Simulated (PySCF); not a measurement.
# C3H9As: NMR shieldings

What do calculations give for the NMR shieldings of C3H9As (`C[As](C)C`)?

Computed with PySCF 2.14.0 and routines of our own; the level stands in each step. Atoms count from 0.

## 1. The system as given

13 atoms, charge 0, multiplicity 1; geometry from: GFN2-xTB.

## 2. NMR shieldings: PBE0/pcSseg-1 As:us-x2c-TZVPall-2c, spin–orbit

Job settings and geometry (Å):

```
{"job": {"xc": "PBE0", "basis": {"default": "pcSseg-1", "As": "us-x2c-TZVPall-2c"}, "rel": "so", "kind": "hnmr"}, "charge": 0, "multiplicity": 1}
C     -0.422206     1.618592     0.391158
As    -0.210283    -0.212410     1.099820
C      1.593809    -0.527645     0.360460
C     -1.204436    -1.123404    -0.343173
H     -0.163395     1.655877    -0.665914
H      0.221478     2.309738     0.933409
H     -1.451671     1.953097     0.510917
H      1.632931    -0.254037    -0.692873
H      1.864585    -1.577945     0.459450
H      2.331472     0.062590     0.902410
H     -0.862168    -0.786031    -1.320347
H     -1.064417    -2.201388    -0.276580
H     -2.270087    -0.916549    -0.255057
```

Method: PBE0/pcSseg-1 As:us-x2c-TZVPall-2c GIAO NMR shielding, X2C with spin-orbit coupling, screened-nuclear two-electron part, Gaussian nuclei, gas phase.

Started as:

```
OMP_NUM_THREADS=1 python heavy_run.py task.json out
```

The driver reads the jobs from task.json and runs them one after another.

What it wrote:

```text
spin-free SCF
coarse grid: 45120 points
cycle   1  E = -2380.0797898520  dE = -4.945e-02  |g| = 4.838e-01  |ddm| = 3.170e+00
cycle   2  E = -2380.0615456105  dE =  1.824e-02  |g| = 5.504e-01  |ddm| = 7.825e-01
cycle   3  E = -2380.1280155659  dE = -6.647e-02  |g| = 4.164e-02  |ddm| = 4.179e-01
cycle   4  E = -2380.1284697535  dE = -4.542e-04  |g| = 1.535e-02  |ddm| = 7.017e-02
cycle   5  E = -2380.1285327333  dE = -6.298e-05  |g| = 5.153e-03  |ddm| = 2.060e-02
cycle   6  E = -2380.1285360758  dE = -3.342e-06  |g| = 6.086e-04  |ddm| = 3.191e-03
final grid: 95048 points
cycle   7  E = -2380.1284653586  dE = -1.023e-07  |g| = 5.154e-04  |ddm| = 1.503e-03
cycle   8  E = -2380.1284653483  dE =  1.030e-08  |g| = 5.152e-04  |ddm| = 8.014e-04
cycle   9  E = -2380.1284654086  dE = -6.035e-08  |g| = 8.536e-05  |ddm| = 4.508e-04
cycle  10  E = -2380.1284654098  dE = -1.216e-09  |g| = 6.852e-06  |ddm| = 5.290e-05
converged SCF energy = -2380.1284654098
two-component SCF
cycle   1  E = -2380.0836429117  dE = -2.380e+03  |FDS-SDF| = 6.318e+00
cycle   2  E = -2380.1793456063  dE = -9.570e-02  |FDS-SDF| = 7.577e-02
cycle   3  E = -2380.1794088577  dE = -6.325e-05  |FDS-SDF| = 1.982e-03
cycle   4  E = -2380.1794110460  dE = -2.188e-06  |FDS-SDF| = 8.034e-04
cycle   5  E = -2380.1794112302  dE = -1.842e-07  |FDS-SDF| = 4.606e-04
cycle   6  E = -2380.1794112858  dE = -5.557e-08  |FDS-SDF| = 6.480e-05
cycle   7  E = -2380.1794112882  dE = -2.413e-09  |FDS-SDF| = 2.265e-05
converged, E = -2380.1794112882

Field gradients (au) and densities at the nuclei (bohr^-3)
atom        Vxx        Vyy        Vzz        centre      nuclear mean
  0 C     -0.0329    -0.0450     0.0778        114.468        114.468
  1 As     1.4071     1.4078    -2.8149      31721.789      31702.449
  2 C     -0.0329    -0.0450     0.0778        114.468        114.468
  3 C     -0.0329    -0.0449     0.0778        114.468        114.468
  4 H     -0.1563    -0.1603     0.3166          0.381          0.381
  5 H     -0.1572    -0.1592     0.3164          0.381          0.381
  6 H     -0.1572    -0.1592     0.3164          0.381          0.381
  7 H     -0.1563    -0.1602     0.3165          0.381          0.381
  8 H     -0.1571    -0.1591     0.3163          0.381          0.381
  9 H     -0.1571    -0.1591     0.3163          0.381          0.381
 10 H     -0.1563    -0.1602     0.3165          0.381          0.381
 11 H     -0.1572    -0.1592     0.3164          0.381          0.381
 12 H     -0.1572    -0.1592     0.3163          0.381          0.381
without picture change
  1 As                          -2.8986                     47162.499

Core orbital energies (eV)
atom   shell        mean    spread
  1 As 1s       -11765.705   0.000
  1 As 2s        -1506.866   0.000
  1 As 3s         -197.987   0.000
  1 As 4s          -18.727   0.000
  1 As 2p1/2     -1344.642   0.000
  1 As 2p3/2     -1308.258   0.027
  1 As 3p1/2      -143.057   0.000
  1 As 3p3/2      -137.968   0.094
  1 As 3d3/2       -44.016   0.115
  1 As 3d5/2       -43.306   0.151

Shielding tensors (ppm)
atom      isotropic    diamagn.    paramagn.     s11        s22        s33       span
  0 C       172.58      249.42      -76.84     163.21     164.75     189.79      26.57
  1 As     1678.66     2762.40    -1083.74    1663.32    1686.21    1686.45      23.13
  2 C       172.58      249.42      -76.84     163.24     164.72     189.78      26.54
  3 C       172.60      249.44      -76.83     163.31     164.70     189.79      26.48
  4 H        30.86       31.50       -0.64      26.66      28.65      37.27      10.61
  5 H        30.55       29.86        0.70      25.85      27.29      38.51      12.66
  6 H        30.55       29.88        0.67      25.86      27.29      38.51      12.66
  7 H        30.86       31.49       -0.64      26.66      28.65      37.27      10.61
  8 H        30.55       29.88        0.67      25.85      27.29      38.51      12.66
  9 H        30.55       29.85        0.70      25.85      27.29      38.51      12.66
 10 H        30.86       31.52       -0.66      26.65      28.65      37.27      10.61
 11 H        30.55       29.90        0.65      25.86      27.29      38.51      12.66
 12 H        30.55       29.90        0.65      25.85      27.30      38.51      12.66
```

It took 54 s on 1 thread of Arm Neoverse V2, shared host; peak memory 1.2 GiB.

Key values:

```tsv
quantity	value
energy from spin-orbit coupling	-0.0509 Eh
```

## 3. NMR shieldings: PBE0/pcSseg-1 As:us-x2c-TZVPall-2c, spin-free

The job, as its differences from that of step 2:

```diff
@@ -1,2 +1,2 @@
-{"job": {"xc": "PBE0", "basis": {"default": "pcSseg-1", "As": "us-x2c-TZVPall-2c"}, "rel": "so", "kind": "hnmr"}, "charge": 0, "multiplicity": 1}
+{"job": {"xc": "PBE0", "basis": {"default": "pcSseg-1", "As": "us-x2c-TZVPall-2c"}, "rel": "sf", "kind": "hnmr"}, "charge": 0, "multiplicity": 1}
 C     -0.422206     1.618592     0.391158
```

With the program's defaults for keys left out, this is: PBE0/pcSseg-1 As:us-x2c-TZVPall-2c GIAO NMR shielding, spin-free X2C, Gaussian nuclei, gas phase.

What it wrote:

```text
spin-free SCF
coarse grid: 45120 points
cycle   1  E = -2380.0797898520  dE = -4.945e-02  |g| = 4.838e-01  |ddm| = 3.170e+00
cycle   2  E = -2380.0615456105  dE =  1.824e-02  |g| = 5.504e-01  |ddm| = 7.825e-01
cycle   3  E = -2380.1280155659  dE = -6.647e-02  |g| = 4.164e-02  |ddm| = 4.179e-01
cycle   4  E = -2380.1284697535  dE = -4.542e-04  |g| = 1.535e-02  |ddm| = 7.017e-02
cycle   5  E = -2380.1285327333  dE = -6.298e-05  |g| = 5.153e-03  |ddm| = 2.060e-02
cycle   6  E = -2380.1285360758  dE = -3.342e-06  |g| = 6.086e-04  |ddm| = 3.191e-03
final grid: 95048 points
cycle   7  E = -2380.1284653586  dE = -1.023e-07  |g| = 5.154e-04  |ddm| = 1.503e-03
cycle   8  E = -2380.1284653483  dE =  1.030e-08  |g| = 5.152e-04  |ddm| = 8.014e-04
cycle   9  E = -2380.1284654086  dE = -6.035e-08  |g| = 8.536e-05  |ddm| = 4.508e-04
cycle  10  E = -2380.1284654098  dE = -1.216e-09  |g| = 6.852e-06  |ddm| = 5.290e-05
converged SCF energy = -2380.1284654098
check of the scalar solution
cycle   1  E = -2380.1284654098  dE = -2.380e+03  |FDS-SDF| = 6.852e-06
cycle   2  E = -2380.1284654098  dE =  2.728e-12  |FDS-SDF| = 6.383e-06
converged, E = -2380.1284654098

Field gradients (au) and densities at the nuclei (bohr^-3)
atom        Vxx        Vyy        Vzz        centre      nuclear mean
  0 C     -0.0328    -0.0449     0.0777        114.468        114.468
  1 As     1.4065     1.4072    -2.8137      31720.072      31700.732
  2 C     -0.0328    -0.0449     0.0778        114.468        114.468
  3 C     -0.0328    -0.0449     0.0777        114.468        114.468
  4 H     -0.1563    -0.1603     0.3166          0.381          0.381
  5 H     -0.1572    -0.1592     0.3164          0.381          0.381
  6 H     -0.1572    -0.1592     0.3164          0.381          0.381
  7 H     -0.1563    -0.1602     0.3165          0.381          0.381
  8 H     -0.1571    -0.1591     0.3163          0.381          0.381
  9 H     -0.1571    -0.1591     0.3163          0.381          0.381
 10 H     -0.1563    -0.1602     0.3165          0.381          0.381
 11 H     -0.1572    -0.1592     0.3164          0.381          0.381
 12 H     -0.1572    -0.1592     0.3163          0.381          0.381
without picture change
  1 As                          -2.8973                     47162.861

Core orbital energies (eV)
atom   shell        mean    spread
  1 As 1s       -11765.861   0.000
  1 As 2s        -1506.895   0.000
  1 As 3s         -197.991   0.000
  1 As 4s          -18.728   0.000
  1 As 2p        -1320.219   0.040
  1 As 3p         -139.640   0.138
  1 As 3d          -43.592   0.173

Shielding tensors (ppm)
atom      isotropic    diamagn.    paramagn.     s11        s22        s33       span
  0 C       168.24      249.13      -80.89     154.76     160.79     189.17      34.40
  1 As     1465.56     2887.54    -1421.98    1422.44    1486.99    1487.26      64.82
  2 C       168.24      249.13      -80.89     154.79     160.76     189.16      34.38
  3 C       168.25      249.14      -80.89     154.85     160.75     189.17      34.32
  4 H        31.02       31.50       -0.48      26.89      28.91      37.26      10.38
  5 H        30.64       29.85        0.79      25.98      27.42      38.52      12.54
  6 H        30.64       29.88        0.76      25.99      27.42      38.52      12.53
  7 H        31.02       31.49       -0.47      26.88      28.91      37.26      10.38
  8 H        30.64       29.88        0.76      25.99      27.42      38.52      12.53
  9 H        30.64       29.85        0.79      25.99      27.42      38.52      12.53
 10 H        31.02       31.51       -0.50      26.88      28.91      37.26      10.38
 11 H        30.64       29.90        0.74      25.99      27.42      38.52      12.53
 12 H        30.64       29.90        0.74      25.99      27.42      38.52      12.53
```

It took 20 s on 1 thread of Arm Neoverse V2, shared host; peak memory 1.1 GiB.

## 4. NMR shieldings: PBE0/pcSseg-1 As:us-x2c-TZVPall-2c in water, spin–orbit

The job, as its differences from that of step 3:

```diff
@@ -1,2 +1,2 @@
-{"job": {"xc": "PBE0", "basis": {"default": "pcSseg-1", "As": "us-x2c-TZVPall-2c"}, "rel": "sf", "kind": "hnmr"}, "charge": 0, "multiplicity": 1}
+{"job": {"xc": "PBE0", "basis": {"default": "pcSseg-1", "As": "us-x2c-TZVPall-2c"}, "rel": "so", "solvent": "water", "kind": "hnmr"}, "charge": 0, "multiplicity": 1}
 C     -0.422206     1.618592     0.391158
```

With the program's defaults for keys left out, this is: PBE0/pcSseg-1 As:us-x2c-TZVPall-2c GIAO NMR shielding, X2C with spin-orbit coupling, screened-nuclear two-electron part, Gaussian nuclei, IEF-PCM water.

What it wrote:

```text
spin-free SCF
coarse grid: 45120 points
cycle   1  E = -2380.0834854624  dE = -5.257e-02  |g| = 4.804e-01  |ddm| = 3.170e+00
cycle   2  E = -2380.0667816593  dE =  1.670e-02  |g| = 5.438e-01  |ddm| = 7.768e-01
cycle   3  E = -2380.1311157727  dE = -6.433e-02  |g| = 3.219e-02  |ddm| = 3.921e-01
cycle   4  E = -2380.1313512358  dE = -2.355e-04  |g| = 1.408e-02  |ddm| = 5.416e-02
cycle   5  E = -2380.1313841427  dE = -3.291e-05  |g| = 4.567e-03  |ddm| = 1.660e-02
cycle   6  E = -2380.1313872743  dE = -3.132e-06  |g| = 4.504e-04  |ddm| = 4.338e-03
final grid: 95048 points
cycle   7  E = -2380.1313169405  dE = -1.343e-07  |g| = 4.140e-04  |ddm| = 2.155e-03
cycle   8  E = -2380.1313169374  dE =  3.088e-09  |g| = 5.442e-04  |ddm| = 9.293e-04
cycle   9  E = -2380.1313169812  dE = -4.379e-08  |g| = 4.511e-05  |ddm| = 3.847e-04
cycle  10  E = -2380.1313169818  dE = -5.684e-10  |g| = 6.739e-06  |ddm| = 7.424e-05
converged SCF energy = -2380.1313169818
two-component SCF
cycle   1  E = -2380.0864933898  dE = -2.380e+03  |FDS-SDF| = 6.318e+00
cycle   2  E = -2380.1821971692  dE = -9.570e-02  |FDS-SDF| = 7.577e-02
cycle   3  E = -2380.1822600429  dE = -6.287e-05  |FDS-SDF| = 1.965e-03
cycle   4  E = -2380.1822621601  dE = -2.117e-06  |FDS-SDF| = 7.806e-04
cycle   5  E = -2380.1822623344  dE = -1.742e-07  |FDS-SDF| = 4.468e-04
cycle   6  E = -2380.1822623850  dE = -5.064e-08  |FDS-SDF| = 6.099e-05
cycle   7  E = -2380.1822623872  dE = -2.173e-09  |FDS-SDF| = 1.782e-05
converged, E = -2380.1822623872

Field gradients (au) and densities at the nuclei (bohr^-3)
atom        Vxx        Vyy        Vzz        centre      nuclear mean
  0 C     -0.0399    -0.0529     0.0929        114.467        114.467
  1 As     1.3655     1.3663    -2.7318      31721.496      31702.156
  2 C     -0.0400    -0.0529     0.0929        114.467        114.467
  3 C     -0.0400    -0.0529     0.0929        114.467        114.467
  4 H     -0.1562    -0.1591     0.3153          0.380          0.380
  5 H     -0.1571    -0.1588     0.3158          0.380          0.380
  6 H     -0.1571    -0.1588     0.3158          0.380          0.380
  7 H     -0.1561    -0.1591     0.3152          0.380          0.380
  8 H     -0.1570    -0.1587     0.3157          0.380          0.380
  9 H     -0.1570    -0.1587     0.3157          0.380          0.380
 10 H     -0.1561    -0.1591     0.3152          0.380          0.380
 11 H     -0.1570    -0.1588     0.3158          0.380          0.380
 12 H     -0.1570    -0.1587     0.3157          0.380          0.380
without picture change
  1 As                          -2.8135                     47162.060

Core orbital energies (eV)
atom   shell        mean    spread
  1 As 1s       -11765.666   0.000
  1 As 2s        -1506.827   0.000
  1 As 3s         -197.947   0.000
  1 As 4s          -18.634   0.000
  1 As 2p1/2     -1344.603   0.000
  1 As 2p3/2     -1308.219   0.027
  1 As 3p1/2      -143.018   0.000
  1 As 3p3/2      -137.929   0.091
  1 As 3d3/2       -43.976   0.112
  1 As 3d5/2       -43.266   0.147

Shielding tensors (ppm)
atom      isotropic    diamagn.    paramagn.     s11        s22        s33       span
  0 C       173.37      249.77      -76.40     163.88     165.30     190.95      27.07
  1 As     1682.82     2763.40    -1080.58    1656.79    1695.71    1695.97      39.18
  2 C       173.37      249.76      -76.39     163.90     165.27     190.95      27.04
  3 C       173.39      249.78      -76.39     163.97     165.25     190.95      26.99
  4 H        30.72       31.51       -0.79      26.40      28.56      37.19      10.79
  5 H        30.46       29.82        0.65      25.68      27.18      38.53      12.85
  6 H        30.46       29.85        0.62      25.68      27.19      38.53      12.84
  7 H        30.71       31.50       -0.79      26.40      28.56      37.19      10.79
  8 H        30.46       29.85        0.62      25.68      27.18      38.52      12.84
  9 H        30.46       29.81        0.65      25.68      27.18      38.52      12.84
 10 H        30.71       31.53       -0.81      26.40      28.56      37.19      10.79
 11 H        30.46       29.87        0.60      25.68      27.18      38.53      12.84
 12 H        30.46       29.87        0.60      25.68      27.19      38.52      12.84
```

Wall time 55 s (1 thread of Arm Neoverse V2, shared host); peak memory 1.3 GiB.

From this job:

```tsv
quantity	value
energy from spin-orbit coupling	-0.0509 Eh
```

## 5. NMR shieldings: PBE0/pcSseg-1 As:us-x2c-TZVPall-2c in water, spin-free

The job, as its differences from that of step 4:

```diff
@@ -1,2 +1,2 @@
-{"job": {"xc": "PBE0", "basis": {"default": "pcSseg-1", "As": "us-x2c-TZVPall-2c"}, "rel": "so", "solvent": "water", "kind": "hnmr"}, "charge": 0, "multiplicity": 1}
+{"job": {"xc": "PBE0", "basis": {"default": "pcSseg-1", "As": "us-x2c-TZVPall-2c"}, "rel": "sf", "solvent": "water", "kind": "hnmr"}, "charge": 0, "multiplicity": 1}
 C     -0.422206     1.618592     0.391158
```

Method: PBE0/pcSseg-1 As:us-x2c-TZVPall-2c GIAO NMR shielding, spin-free X2C, Gaussian nuclei, IEF-PCM water.

What it wrote:

```text
spin-free SCF
coarse grid: 45120 points
cycle   1  E = -2380.0834854624  dE = -5.257e-02  |g| = 4.804e-01  |ddm| = 3.170e+00
cycle   2  E = -2380.0667816593  dE =  1.670e-02  |g| = 5.438e-01  |ddm| = 7.768e-01
cycle   3  E = -2380.1311157727  dE = -6.433e-02  |g| = 3.219e-02  |ddm| = 3.921e-01
cycle   4  E = -2380.1313512358  dE = -2.355e-04  |g| = 1.408e-02  |ddm| = 5.416e-02
cycle   5  E = -2380.1313841427  dE = -3.291e-05  |g| = 4.567e-03  |ddm| = 1.660e-02
cycle   6  E = -2380.1313872743  dE = -3.132e-06  |g| = 4.504e-04  |ddm| = 4.338e-03
final grid: 95048 points
cycle   7  E = -2380.1313169405  dE = -1.343e-07  |g| = 4.140e-04  |ddm| = 2.155e-03
cycle   8  E = -2380.1313169374  dE =  3.088e-09  |g| = 5.442e-04  |ddm| = 9.293e-04
cycle   9  E = -2380.1313169812  dE = -4.379e-08  |g| = 4.511e-05  |ddm| = 3.847e-04
cycle  10  E = -2380.1313169818  dE = -5.684e-10  |g| = 6.739e-06  |ddm| = 7.424e-05
converged SCF energy = -2380.1313169818
check of the scalar solution
cycle   1  E = -2380.1313169818  dE = -2.380e+03  |FDS-SDF| = 6.739e-06
cycle   2  E = -2380.1313169818  dE = -2.410e-11  |FDS-SDF| = 5.358e-06
converged, E = -2380.1313169818

Field gradients (au) and densities at the nuclei (bohr^-3)
atom        Vxx        Vyy        Vzz        centre      nuclear mean
  0 C     -0.0399    -0.0529     0.0928        114.467        114.467
  1 As     1.3649     1.3657    -2.7306      31719.779      31700.439
  2 C     -0.0399    -0.0529     0.0928        114.467        114.467
  3 C     -0.0399    -0.0528     0.0928        114.467        114.467
  4 H     -0.1562    -0.1591     0.3153          0.380          0.380
  5 H     -0.1571    -0.1588     0.3158          0.380          0.380
  6 H     -0.1571    -0.1588     0.3158          0.380          0.380
  7 H     -0.1561    -0.1591     0.3152          0.380          0.380
  8 H     -0.1570    -0.1587     0.3157          0.380          0.380
  9 H     -0.1570    -0.1587     0.3157          0.380          0.380
 10 H     -0.1561    -0.1591     0.3152          0.380          0.380
 11 H     -0.1570    -0.1588     0.3158          0.380          0.380
 12 H     -0.1570    -0.1587     0.3157          0.380          0.380
without picture change
  1 As                          -2.8123                     47162.422

Core orbital energies (eV)
atom   shell        mean    spread
  1 As 1s       -11765.822   0.000
  1 As 2s        -1506.856   0.000
  1 As 3s         -197.952   0.000
  1 As 4s          -18.635   0.000
  1 As 2p        -1320.181   0.040
  1 As 3p         -139.601   0.135
  1 As 3d          -43.552   0.169

Shielding tensors (ppm)
atom      isotropic    diamagn.    paramagn.     s11        s22        s33       span
  0 C       169.07      249.49      -80.42     155.61     161.29     190.29      34.68
  1 As     1469.38     2888.64    -1419.26    1417.08    1495.38    1495.67      78.59
  2 C       169.06      249.48      -80.42     155.63     161.26     190.29      34.66
  3 C       169.08      249.50      -80.42     155.69     161.25     190.29      34.60
  4 H        30.87       31.50       -0.63      26.62      28.81      37.19      10.57
  5 H        30.55       29.82        0.74      25.81      27.31      38.54      12.72
  6 H        30.55       29.85        0.71      25.82      27.31      38.53      12.72
  7 H        30.87       31.50       -0.63      26.62      28.81      37.19      10.57
  8 H        30.55       29.84        0.71      25.81      27.31      38.53      12.72
  9 H        30.55       29.81        0.74      25.81      27.31      38.53      12.72
 10 H        30.87       31.52       -0.65      26.62      28.81      37.19      10.57
 11 H        30.55       29.87        0.69      25.82      27.31      38.54      12.72
 12 H        30.55       29.87        0.69      25.81      27.32      38.53      12.72
```

Wall time 20 s (1 thread of Arm Neoverse V2, shared host); peak memory 1.1 GiB.

[end of part 1 of 2]
